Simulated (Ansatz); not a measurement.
# F2H3NOZr: single points with varied inputs

Aim: run F2H3NOZr under a spread of inputs, and see what each costs and gives.

The runs use Ansatz 0.2.0, Gaussian basis; the settings change from run to run.

### 1 The relaxed structure

An earlier PBE0-D4 in a triple-zeta def2 set relaxation fixed the geometry. Zr takes a core potential in def2 sets; no spin-orbit term is included.

SMILES `[NH2][Zr]([OH])([F])[F]`, 8 atoms, charge 0, spin multiplicity 1.

Atoms are counted from 1 here; the program's logs count them from 0.

Bond lengths: N1–Zr2 2.024 Å, N1–H6 1.011 Å, N1–H7 1.011 Å, Zr2–O3 1.912 Å, Zr2–F4 1.916 Å, Zr2–F5 1.916 Å, O3–H8 0.953 Å. Angles: Zr2–N1–H6 125.5°, Zr2–N1–H7 125.7°, H6–N1–H7 108.8°, N1–Zr2–O3 106.4°, N1–Zr2–F4 109.3°, N1–Zr2–F5 109.3°, O3–Zr2–F4 112.8°, O3–Zr2–F5 112.9°, F4–Zr2–F5 105.9°, Zr2–O3–H8 164.3°.

### 2 PBE0/def2-TZVPD

This run has a grid of angular degree 23, D3(BJ) dispersion.

Contents of in.yaml:

```yaml
crystal:
  periodic: [false, false, false]
  atoms:
    - {symbol: N, position_ang: [-0.740885, 0.006457, -1.315255]}
    - {symbol: Zr, position_ang: [0.206773, 0.423957, 0.424251]}
    - {symbol: O, position_ang: [0.748029, -1.254487, 1.162040]}
    - {symbol: F, position_ang: [1.683547, 1.595115, 0.077597]}
    - {symbol: F, position_ang: [-0.977744, 1.396705, 1.574551]}
    - {symbol: H, position_ang: [-0.884421, -0.917566, -1.698331]}
    - {symbol: H, position_ang: [-1.147785, 0.686945, -1.942913]}
    - {symbol: H, position_ang: [1.112476, -1.937126, 1.718050]}
basis:
  gaussian: {orbitals: def2-TZVPD, final_grid: {core_spheres: 8, valence_spheres: 7, degree: 23}}
hamiltonian: {xc: {name: PBE0}, dispersion: d3bj}
```

Launch:

```console
$ ansatz run in.yaml --threads 4 --pin off --events-out ev --progress --plain --max-ram 10444MiB
```

Standard output:

```text
Functional definition: PBE0
  name "PBE0"
  cite "Adamo & Barone, J. Chem. Phys. 110, 6158 (1999) doi:10.1063/1.478522"
  cite "Perdew, Burke & Ernzerhof, Phys. Rev. Lett. 77, 3865 (1996) doi:10.1103/PhysRevLett.77.3865"
  parent pbe
  parameter a = 0.25
  parameter kappa = 0.804
  parameter beta = 0.06672455060314922
  exchange = (1 - a)*pbe_x(kappa = kappa, mu = beta*pi^2/3) + a*exact_x
  correlation = pbe_c(beta = beta)
1309 factors; their error is unknown
mean field evaluation 1: about -10286.0889 eV, gradient 1.0e2 eV
mean field evaluation 2: about -10223.8742 eV, gradient 2.1e2 eV
mean field evaluation 4: about -10302.2630 eV, gradient 9.2e0 eV
mean field evaluation 8: about -10302.4189 eV, gradient 1.8e-1 eV
mean field evaluation 16: about -10302.4657 eV, gradient 1.7e-4 eV
mean field -10302.46566499 eV, -378.6086299265 hartree, gradient 2.3e-5 eV, S^2 0.000000; 0 other end points of the search recorded, 0 dependent functions left out
reference -10302.46571794 eV, -378.6086318723 hartree; 24, 24 occupied and 200, 200 virtual orbitals, 1309 factors
Total energy: -10302.58341568 eV, -378.6129571845 hartree
```

Run time: 1.4 s. Hardware: 4 threads of Arm Neoverse V2, shared host; peak memory 0.4 GiB.

### 3 PBE0/cc-pVTZ-DK

Set apart from the defaults: charge -1, multiplicity 2, a grid of angular degree 23.

Edit in.yaml of step 2 so:

```diff
@@ -12,3 +12,6 @@
 basis:
-  gaussian: {orbitals: def2-TZVPD, final_grid: {core_spheres: 8, valence_spheres: 7, degree: 23}}
-hamiltonian: {xc: {name: PBE0}, dispersion: d3bj}
+  gaussian: {orbitals: cc-pVTZ-DK, final_grid: {core_spheres: 8, valence_spheres: 7, degree: 23}}
+total_charge: -1
+magnetization: {spin_polarized: true, initial_magnetization: 1}
+hamiltonian: {xc: {name: PBE0}}
+output: {forces: true}
```

The command is unchanged.

Standard output (excerpt; [...] marks lines left out):

```text
Functional definition: PBE0
  name "PBE0"
  cite "Adamo & Barone, J. Chem. Phys. 110, 6158 (1999) doi:10.1063/1.478522"
  cite "Perdew, Burke & Ernzerhof, Phys. Rev. Lett. 77, 3865 (1996) doi:10.1103/PhysRevLett.77.3865"
  parent pbe
[...]
1497 factors; their error is unknown
[...]
mean field -106936.15737018 eV, -3929.8312994232 hartree, gradient 2.5e-5 eV, S^2 0.750263; 10 other end points of the search recorded, 0 dependent functions left out
[...]
reference -106936.15741299 eV, -3929.8313009965 hartree; 39, 38 occupied and 200, 201 virtual orbitals, 1497 factors
Total energy: -106936.15741299 eV, -3929.8313009965 hartree
Relativity: scalar
Atom 0 at    -0.740885     0.006457    -1.315255 Å, force    -0.047711     0.139760    -0.065767 eV/Å
Atom 1 at     0.206773     0.423957     0.424251 Å, force     0.119300    -0.767036     0.109593 eV/Å
Atom 2 at     0.748029    -1.254487     1.162040 Å, force    -0.189120     0.391894    -0.284117 eV/Å
Atom 3 at     1.683547     1.595115     0.077597 Å, force     0.173925     0.269359    -0.014969 eV/Å
Atom 4 at    -0.977744     1.396705     1.574551 Å, force    -0.132707     0.246620     0.157384 eV/Å
Atom 5 at    -0.884421    -0.917566    -1.698331 Å, force     0.013326    -0.208604    -0.004301 eV/Å
Atom 6 at    -1.147785     0.686945    -1.942913 Å, force    -0.011373     0.058505    -0.012437 eV/Å
Atom 7 at     1.112476    -1.937126     1.718050 Å, force     0.074360    -0.130499     0.114614 eV/Å
Dipole moment:    -0.151809     0.598328    -0.189575 e Å
```

It took 17 s on 4 threads of Arm Neoverse V2, shared host; peak memory 1.2 GiB.

Largest force 0.784 eV/Å, ⟨S²⟩ 0.750.

### 4 PBE-QIDH/def2-TZVP

This run has finite nuclei, a point charge of 2.00 e beside it, high accuracy.

Edit in.yaml of step 3 so:

```diff
@@ -12,6 +12,4 @@
 basis:
-  gaussian: {orbitals: cc-pVTZ-DK, final_grid: {core_spheres: 8, valence_spheres: 7, degree: 23}}
-total_charge: -1
-magnetization: {spin_polarized: true, initial_magnetization: 1}
-hamiltonian: {xc: {name: PBE0}}
-output: {forces: true}
+  gaussian: {orbitals: def2-TZVP, nuclear_model: gaussian, point_charges: [{charge: 2.00, position_ang: [5.339, 0.113, -0.347]}]}
+hamiltonian: {xc: {name: PBE-QIDH}}
+accuracy: high
```

Launched as before.

Standard output (excerpt; [...] marks lines left out):

```text
Functional definition: PBE-QIDH
  name "PBE-QIDH"
  cite "Brémond, Sancho-García, Pérez-Jiménez & Adamo, J. Chem. Phys. 141, 031101 (2014) doi:10.1063/1.4890314"
  cite "Perdew, Burke & Ernzerhof, Phys. Rev. Lett. 77, 3865 (1996) doi:10.1103/PhysRevLett.77.3865"
[...]
3177 factors; integrals over basis functions are off by at most 8.1e-8 eV
[...]
mean field -10286.88124658 eV, -378.0359131134 hartree, gradient 4.4e-8 eV, S^2 0.000000; 0 other end points of the search recorded, 0 dependent functions left out
4 core orbitals not correlated: weight in the atoms' cores, before any rotation towards them, 1.000 or more for the frozen orbitals, at most 0.000 for the correlated occupied ones
reference -10286.88124911 eV, -378.0359132063 hartree; 20, 20 occupied and 158, 158 virtual orbitals, 3177 factors
second order -38.71908894 eV of doubles, -0.00000000 eV of singles
Total energy: -10299.78761209 eV, -378.5102132975 hartree
```

It took 8.5 s on 4 threads of Arm Neoverse V2, shared host; peak memory 0.88 GiB.

### 5 wB97X-V/ANO-RCC-VTZP

Options: charge +1, multiplicity 2, atoms shaken by 0.15 Å.

Contents of in.yaml:

```yaml
crystal:
  periodic: [false, false, false]
  atoms:
    - {symbol: N, position_ang: [-0.850745, 0.195353, -1.441425]}
    - {symbol: Zr, position_ang: [0.173806, 0.279140, 0.362467]}
    - {symbol: O, position_ang: [0.861153, -1.208359, 1.145960]}
    - {symbol: F, position_ang: [1.700091, 1.507856, 0.138455]}
    - {symbol: F, position_ang: [-0.825145, 1.138391, 1.825968]}
    - {symbol: H, position_ang: [-0.982298, -1.009575, -1.834283]}
    - {symbol: H, position_ang: [-1.362107, 0.941398, -1.986317]}
    - {symbol: H, position_ang: [1.217015, -1.797433, 1.866170]}
basis:
  gaussian: {orbitals: ANO-RCC-VTZP}
total_charge: 1
magnetization: {spin_polarized: true, initial_magnetization: 1}
hamiltonian: {xc: {name: wB97X-V}}
```

The command is unchanged.

Standard output (excerpt; [...] marks lines left out):

```text
Functional definition: wB97X-V
  name "wB97X-V"
  cite "Mardirossian & Head-Gordon, Phys. Chem. Chem. Phys. 16, 9904 (2014) doi:10.1039/C3CP54374A"
  cite "Becke, J. Chem. Phys. 107, 8554 (1997) doi:10.1063/1.475007"
  cite "Vydrov & Van Voorhis, J. Chem. Phys. 133, 244103 (2010) doi:10.1063/1.3521275"
[...]
      + integral(e_c_pw_opposite_spin*poly(b97_u_opposite, cos0, cos1)) + vv10(b, c)
1728 factors; their error is unknown
357 factors; integrals over basis functions are off by at most 1.2e-5 eV
[...]
mean field -106933.87782276 eV, -3929.7475276006 hartree, gradient 4.0e-5 eV, S^2 0.754374; 0 other end points of the search recorded, 0 dependent functions left out
reference -106933.87781953 eV, -3929.7475274820 hartree; 38, 37 occupied and 192, 193 virtual orbitals, 1728 factors
Total energy: -106933.87781953 eV, -3929.7475274820 hartree
Relativity: scalar
```

Wall time 28 s (4 threads of Arm Neoverse V2, shared host); peak memory 1.6 GiB.

⟨S²⟩ 0.754.

### 6 rPW86-PBE/STO-3G

Set apart from the defaults: high accuracy.

Contents of in.yaml:

```yaml
crystal:
  periodic: [false, false, false]
  atoms:
    - {symbol: N, position_ang: [-0.740885, 0.006457, -1.315255]}
    - {symbol: Zr, position_ang: [0.206773, 0.423957, 0.424251]}
    - {symbol: O, position_ang: [0.748029, -1.254487, 1.162040]}
    - {symbol: F, position_ang: [1.683547, 1.595115, 0.077597]}
    - {symbol: F, position_ang: [-0.977744, 1.396705, 1.574551]}
    - {symbol: H, position_ang: [-0.884421, -0.917566, -1.698331]}
    - {symbol: H, position_ang: [-1.147785, 0.686945, -1.942913]}
    - {symbol: H, position_ang: [1.112476, -1.937126, 1.718050]}
basis:
  gaussian: {orbitals: STO-3G}
hamiltonian: {xc: {name: rPW86-PBE}}
accuracy: high
output: {forces: true}
```

Launched as before.

Standard output (excerpt; [...] marks lines left out):

```text
Functional definition: rPW86-PBE
  name "rPW86-PBE"
  cite "Murray, Lee & Langreth, J. Chem. Theory Comput. 5, 2754 (2009) doi:10.1021/ct900365q"
  cite "Perdew, Burke & Ernzerhof, Phys. Rev. Lett. 77, 3865 (1996) doi:10.1103/PhysRevLett.77.3865"
  parent pbe
[...]
1035 factors; integrals over basis functions are off by at most 4.7e-9 eV
[...]
mean field -104312.86510279 eV, -3833.4270867282 hartree, gradient 3.7e-8 eV, S^2 0.000000; 0 other end points of the search recorded, 0 dependent functions left out
[...]
reference -104312.86511237 eV, -3833.4270870801 hartree; 38, 38 occupied and 12, 12 virtual orbitals, 1035 factors
Total energy: -104312.86511237 eV, -3833.4270870801 hartree
Atom 0 at    -0.740885     0.006457    -1.315255 Å, force     0.848357     0.497076     1.574539 eV/Å
Atom 1 at     0.206773     0.423957     0.424251 Å, force     0.723598    -0.212560     1.258466 eV/Å
Atom 2 at     0.748029    -1.254487     1.162040 Å, force    -1.668336     3.328837    -2.518938 eV/Å
Atom 3 at     1.683547     1.595115     0.077597 Å, force    -0.358774    -0.158070     0.093226 eV/Å
Atom 4 at    -0.977744     1.396705     1.574551 Å, force     0.281592    -0.110657    -0.266778 eV/Å
Atom 5 at    -0.884421    -0.917566    -1.698331 Å, force    -0.399447    -1.894169    -0.971824 eV/Å
Atom 6 at    -1.147785     0.686945    -1.942913 Å, force    -0.927435     1.297425    -1.466504 eV/Å
Atom 7 at     1.112476    -1.937126     1.718050 Å, force     1.500447    -2.747883     2.297814 eV/Å
Dipole moment:     0.054635    -0.295504     0.058081 e Å
```

Run time: 4.4 s. Hardware: 4 threads of Arm Neoverse V2, shared host; peak memory 0.37 GiB.

Largest force 4.496 eV/Å, dipole 1.47 D.

### 7 PBE-QIDH/ANO-RCC-VTZP

Options: charge +1, multiplicity 2, atoms shaken by 0.03 Å, a point charge of 0.50 e beside it.

Contents of in.yaml:

```yaml
crystal:
  periodic: [false, false, false]
  atoms:
    - {symbol: N, position_ang: [-0.713839, 0.023800, -1.305234]}
    - {symbol: Zr, position_ang: [0.197011, 0.431826, 0.373634]}
    - {symbol: O, position_ang: [0.766307, -1.267030, 1.164318]}
    - {symbol: F, position_ang: [1.676637, 1.605714, 0.075873]}
    - {symbol: F, position_ang: [-0.956824, 1.421746, 1.602695]}
    - {symbol: H, position_ang: [-0.844151, -0.914037, -1.742751]}
    - {symbol: H, position_ang: [-1.144519, 0.624807, -1.954323]}
    - {symbol: H, position_ang: [1.096408, -1.925369, 1.728406]}
basis:
  gaussian: {orbitals: ANO-RCC-VTZP, point_charges: [{charge: 0.50, position_ang: [6.591, -0.042, -0.981]}]}
total_charge: 1
magnetization: {spin_polarized: true, initial_magnetization: 1}
hamiltonian: {xc: {name: PBE-QIDH}}
```

Launched as before.

Standard output (excerpt; [...] marks lines left out):

```text
Functional definition: PBE-QIDH
  name "PBE-QIDH"
  cite "Brémond, Sancho-García, Pérez-Jiménez & Adamo, J. Chem. Phys. 141, 031101 (2014) doi:10.1063/1.4890314"
  cite "Perdew, Burke & Ernzerhof, Phys. Rev. Lett. 77, 3865 (1996) doi:10.1103/PhysRevLett.77.3865"
[...]
1491 factors; integrals over basis functions are off by at most 9.5e-4 eV
[...]
mean field -106899.98112154 eV, -3928.5018468070 hartree, gradient 6.5e-6 eV, S^2 0.756020; 1 other end points of the search recorded, 0 dependent functions left out
18 core orbitals not correlated: weight in the atoms' cores, before any rotation towards them, 1.000 or more for the frozen orbitals, at most 0.000 for the correlated occupied ones
reference -106899.98114387 eV, -3928.5018476275 hartree; 20, 19 occupied and 192, 193 virtual orbitals, 1491 factors
second order -40.07423976 eV of doubles, -0.00000000 eV of singles
Total energy: -106913.33922379 eV, -3928.9927480102 hartree
Relativity: scalar
```

Run time: 34 s. Hardware: 4 threads of Arm Neoverse V2, shared host; peak memory 1.1 GiB.

⟨S²⟩ 0.756.

### 8 RPA/def2-mTZVPP

Options: atoms shaken by 0.03 Å, density fitting with def2-universal-jkfit.

Contents of in.yaml:

```yaml
crystal:
  periodic: [false, false, false]
  atoms:
    - {symbol: N, position_ang: [-0.726948, -0.001312, -1.337396]}
    - {symbol: Zr, position_ang: [0.203966, 0.376489, 0.384167]}
    - {symbol: O, position_ang: [0.758531, -1.267015, 1.141253]}
    - {symbol: F, position_ang: [1.659866, 1.616730, 0.041706]}
    - {symbol: F, position_ang: [-0.972607, 1.396499, 1.555287]}
    - {symbol: H, position_ang: [-0.904228, -0.870523, -1.657159]}
    - {symbol: H, position_ang: [-1.151196, 0.628372, -2.025677]}
    - {symbol: H, position_ang: [1.089930, -1.901061, 1.745196]}
basis:
  gaussian: {orbitals: def2-mTZVPP, fitting: {mean_field: def2-universal-jkfit}}
hamiltonian: {xc: {name: HF}}
correlation: {method: rpa}
```

The command is unchanged.

Standard output:

```text
Functional definition: HF
  name "HF"
  cite "Fock, Z. Phys. 61, 126 (1930) doi:10.1007/BF01340294"
  parent pbe
  exchange = exact_x
  correlation = 0
617 factors; integrals over basis functions are off by at most 1.6e0 eV
mean field evaluation 1: about -10247.6760 eV, gradient 6.7e1 eV
mean field evaluation 2: about -10251.1919 eV, gradient 5.1e1 eV
mean field evaluation 4: about -10255.0751 eV, gradient 1.1e0 eV
mean field evaluation 8: about -10255.0788 eV, gradient 1.9e-6 eV
mean field -10255.07883113 eV, -376.8671959019 hartree, gradient 1.9e-6 eV, S^2 0.000000; 0 other end points of the search recorded, 0 dependent functions left out
4 core orbitals not correlated: weight in the atoms' cores, before any rotation towards them, 1.000 or more for the frozen orbitals, at most 0.000 for the correlated occupied ones
reference -10255.07883113 eV, -376.8671959019 hartree; 20, 20 occupied and 120, 120 virtual orbitals, 617 factors
Total energy: -10287.34754892 eV, -378.0530494080 hartree
```

Run time: 0.6 s. Hardware: 4 threads of Arm Neoverse V2, shared host.

### 9 wB97M-V/ANO-RCC-VTZP

Options: atoms shaken by 0.08 Å.

Contents of in.yaml:

```yaml
crystal:
  periodic: [false, false, false]
  atoms:
    - {symbol: N, position_ang: [-0.814931, 0.004446, -1.309681]}
    - {symbol: Zr, position_ang: [0.122295, 0.509624, 0.349173]}
    - {symbol: O, position_ang: [0.797027, -1.232680, 1.237221]}
    - {symbol: F, position_ang: [1.626420, 1.768411, 0.044821]}
    - {symbol: F, position_ang: [-0.999095, 1.271660, 1.414412]}
    - {symbol: H, position_ang: [-0.932059, -0.977444, -1.826841]}
    - {symbol: H, position_ang: [-1.102268, 0.698939, -1.909235]}
    - {symbol: H, position_ang: [1.164253, -1.897451, 1.708281]}
basis:
  gaussian: {orbitals: ANO-RCC-VTZP}
hamiltonian: {xc: {name: wB97M-V}}
```

Same command.

Standard output (excerpt; [...] marks lines left out):

```text
Functional definition: wB97M-V
  name "wB97M-V"
  cite "Mardirossian & Head-Gordon, J. Chem. Phys. 144, 214110 (2016) doi:10.1063/1.4952647"
  cite "Becke, J. Chem. Phys. 107, 8554 (1997) doi:10.1063/1.475007"
  cite "Vydrov & Van Voorhis, J. Chem. Phys. 133, 244103 (2010) doi:10.1063/1.3521275"
  # Of w^i u^j: cxij and so on, Table III.
[...]
  gx(w, u) = 1 - cx + cx01*u + cx10*w
  gss(w, u) = css00 + css04*u^4 + css10*w + css20*w^2 + css43*w^4*u^3
  gos(w, u) = cos00 + cos10*w + (cos20 + cos21*u)*w^2 + (cos60 + cos61*u)*w^6
[...]
      + integral(e_c_pw_mod_opposite_spin*gos(b97_w_opposite, b97_u_opposite)) + vv10(b, c)
1723 factors; their error is unknown
357 factors; integrals over basis functions are off by at most 6.7e-6 eV
[...]
mean field -106943.28502274 eV, -3930.0932358236 hartree, gradient 1.7e-5 eV, S^2 0.000000; 0 other end points of the search recorded, 0 dependent functions left out
reference -106943.28510826 eV, -3930.0932389663 hartree; 38, 38 occupied and 192, 192 virtual orbitals, 1723 factors
Total energy: -106943.28510826 eV, -3930.0932389663 hartree
Relativity: scalar
```

Wall time 18 s (4 threads of Arm Neoverse V2, shared host); peak memory 0.91 GiB.

### 10 wB97X/def2-mTZVP

This run has coordinates scaled by 1.12.

Contents of in.yaml:

```yaml
crystal:
  periodic: [false, false, false]
  atoms:
    - {symbol: N, position_ang: [-0.829791, 0.007232, -1.473085]}
    - {symbol: Zr, position_ang: [0.231586, 0.474832, 0.475161]}
    - {symbol: O, position_ang: [0.837793, -1.405025, 1.301485]}
    - {symbol: F, position_ang: [1.885573, 1.786529, 0.086908]}
    - {symbol: F, position_ang: [-1.095073, 1.564309, 1.763497]}
    - {symbol: H, position_ang: [-0.990551, -1.027674, -1.902131]}
    - {symbol: H, position_ang: [-1.285520, 0.769378, -2.176063]}
    - {symbol: H, position_ang: [1.245973, -2.169581, 1.924216]}
basis:
  gaussian: {orbitals: def2-mTZVP}
hamiltonian: {xc: {name: wB97X}}
output: {forces: true}
```

The command is unchanged.

Standard output (excerpt; [...] marks lines left out):

```text
Functional definition: wB97X
  name "wB97X"
  cite "Chai & Head-Gordon, J. Chem. Phys. 128, 084106 (2008) doi:10.1063/1.2834918"
  cite "Becke, J. Chem. Phys. 107, 8554 (1997) doi:10.1063/1.475007"
[...]
  # The coefficients of nought are those of the uniform gas.
[...]
      + exact_x_lr(omega)
[...]
      + integral(e_c_pw_opposite_spin*poly(b97_u_opposite, 1, cos1, cos2, cos3, cos4))
1060 factors; their error is unknown
324 factors; integrals over basis functions are off by at most 1.1e-5 eV
[...]
mean field -10305.93919169 eV, -378.7362796781 hartree, gradient 3.1e-5 eV, S^2 0.000000; 0 other end points of the search recorded, 0 dependent functions left out
[...]
reference -10305.93913083 eV, -378.7362774416 hartree; 24, 24 occupied and 99, 99 virtual orbitals, 1060 factors
Total energy: -10305.93913083 eV, -378.7362774416 hartree
Atom 0 at    -0.829791     0.007232    -1.473085 Å, force    -0.264877    -0.124780    -0.487730 eV/Å
Atom 1 at     0.231586     0.474832     0.475161 Å, force     0.023708    -0.540760    -0.033161 eV/Å
Atom 2 at     0.837793    -1.405025     1.301485 Å, force     0.307615     0.505141     0.612432 eV/Å
Atom 3 at     1.885573     1.786529     0.086908 Å, force    -2.783643    -2.171103     0.656227 eV/Å
Atom 4 at    -1.095073     1.564309     1.763497 Å, force     2.231181    -1.797671    -2.164777 eV/Å
Atom 5 at    -0.990551    -1.027674    -1.902131 Å, force     0.530402     3.515512     1.429881 eV/Å
Atom 6 at    -1.285520     0.769378    -2.176063 Å, force     1.530963    -2.601769     2.355440 eV/Å
Atom 7 at     1.245973    -2.169581     1.924216 Å, force    -1.575350     3.215429    -2.368313 eV/Å
Dipole moment:    -0.080116    -0.701490    -0.235039 e Å
```

Wall time 3.3 s (4 threads of Arm Neoverse V2, shared host); peak memory 0.35 GiB.

Largest force 4.293 eV/Å, dipole 3.57 D.

### 11 All runs side by side

```
                level  charge  multiplicity               geometry  functions  energy (eV)   time
      PBE0/def2-TZVPD       0             1                relaxed        224   -10302.583  1.4 s
      PBE0/cc-pVTZ-DK      -1             2                relaxed        239  -106936.157   17 s
   PBE-QIDH/def2-TZVP       0             1  relaxed, point charge        182   -10299.788  8.5 s
 wB97X-V/ANO-RCC-VTZP       1             2                 shaken        230  -106933.878   28 s
     rPW86-PBE/STO-3G       0             1                relaxed         50  -104312.865  4.4 s
PBE-QIDH/ANO-RCC-VTZP       1             2   shaken, point charge        230  -106913.339   34 s
      RPA/def2-mTZVPP       0             1                 shaken        144   -10287.348  0.6 s
 wB97M-V/ANO-RCC-VTZP       0             1                 shaken        230  -106943.285   18 s
     wB97X/def2-mTZVP       0             1                 scaled        123   -10305.939  3.3 s
```

### 12 Results

| quantity | value |
| --- | --- |
| runs | 9 |
| quickest | RPA/def2-mTZVPP, 0.6 s |
| slowest | PBE-QIDH/ANO-RCC-VTZP, 34 s |
| spread of total energies, same state and geometry | 94010.3 eV |

What this shows: PBE-QIDH/ANO-RCC-VTZP took 57 times as long as RPA/def2-mTZVPP. The jobs differ in tasks and options as well as level. The totals spread over 94010 eV; they can't be compared across methods or bases. At the PBE0-D4/def2-TZVP geometry and in the same state, runs without warnings or point charges leave forces up to 4.50 eV/Å (rPW86-PBE/STO-3G).
